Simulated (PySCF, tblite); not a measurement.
# C5H11N3SSi: infrared bands and NMR shifts

What infrared bands and NMR shifts should C5H11N3SSi (`CSc1cnn([SiH](C)C)n1`) show?

Programs: tblite 0.8.0 and PySCF 2.14.0, with density-fitted response routines of our own. Each step states its level of theory. These are calculated values for one molecule in the gas phase, unless marked as measured. Atoms count from 0, in the outputs and in this text.

## Step 1: The starting structure

21 atoms, charge 0, multiplicity 1; geometry from: GFN2-xTB.

Bonds of the start (Å): C0–S1 1.81, S1–C2 1.74, C2–C3 1.41, C3–N4 1.31, N4–N5 1.32, N5–Si6 1.77, Si6–C7 1.90, Si6–C8 1.90, N5–N9 1.33, N9–C2 1.32, C0–H10 1.09, C0–H11 1.09, C0–H12 1.09, C3–H13 1.07, Si6–H14 1.46, C7–H15 1.09, C7–H16 1.09, C7–H17 1.09, C8–H18 1.09, C8–H19 1.09, C8–H20 1.09.

## Step 2: Vibrational analysis with GFN2-xTB

The job: settings as JSON, then the geometry in Å.

```
{"job": {"kind": "ir", "xc": "GFN2-xTB", "basis": "xTB"}, "charge": 0, "multiplicity": 1}
C      3.061721     2.352124     0.759930
S      3.607317     0.929426    -0.225466
C      2.075391     0.137876    -0.433372
C      1.807715    -1.061047    -1.127945
N      0.516938    -1.292153    -1.034069
N      0.019769    -0.295274    -0.323452
Si    -1.706616    -0.179260     0.063976
C     -2.145116    -1.743560     1.043111
C     -2.627048    -0.113005    -1.593156
N      0.931738     0.589986     0.057281
H      3.943975     2.949090     0.966528
H      2.613183     1.990910     1.679646
H      2.335775     2.918567     0.185836
H      2.481487    -1.705229    -1.651258
H     -1.778070     1.057955     0.842537
H     -1.584065    -1.805413     1.971382
H     -3.201050    -1.770480     1.292660
H     -1.916839    -2.633925     0.462539
H     -2.341568     0.758716    -2.175148
H     -2.401702    -0.992898    -2.190499
H     -3.701857    -0.075463    -1.447151
```

**Question.** This job is followed by: GIAO PBE0/pcSseg-1 NMR shielding, non-relativistic, gas phase. Predict these results of the whole session: strongest single infrared mode (GFN2-xTB); zero-point energy (GFN2-xTB); 13C shifts against TMS (PBE0/pcSseg-1, means over atoms taken as alike); 1H shifts against TMS (PBE0/pcSseg-1, means over atoms taken as alike); 33S shifts against CS2 (PBE0/pcSseg-1); 15N shifts against NH3 (PBE0/pcSseg-1); 29Si shifts against TMS (PBE0/pcSseg-1).

The runs gave:

| quantity | value |
| --- | --- |
| strongest single infrared mode (GFN2-xTB) | 1224 cm⁻¹, 373 km/mol |
| zero-point energy (GFN2-xTB) | 98.7 kcal/mol |
| 13C shifts against TMS (PBE0/pcSseg-1, means over atoms taken as alike) | 153.5, 138.4, 19.3, -0.7 ppm |
| 1H shifts against TMS (PBE0/pcSseg-1, means over atoms taken as alike) | 7.68, 5.60, 2.62, 0.46 ppm |
| 33S shifts against CS2 (PBE0/pcSseg-1) | -35 ppm |
| 15N shifts against NH3 (PBE0/pcSseg-1) | 378.7, 358.9, 281.3 ppm |
| 29Si shifts against TMS (PBE0/pcSseg-1) | 0.7 ppm |

In words: The lowest mode is slightly imaginary (10i cm⁻¹), a soft motion within the noise of the Hessian, so the minimum is not strictly shown. The strongest single mode, at 1224 cm⁻¹, moves mainly N5. Unscaled tight-binding wavenumbers are off by several per cent, some by more. Its intensities can rank the bands wrongly. At PBE0/pcSseg-1: The largest span, 532 ppm, is at N4, where the paramagnetic term is -438 ppm. NICS(1)zz of -31 ppm above the planar ring from C2 marks a diatropic (aromatic) ring current.
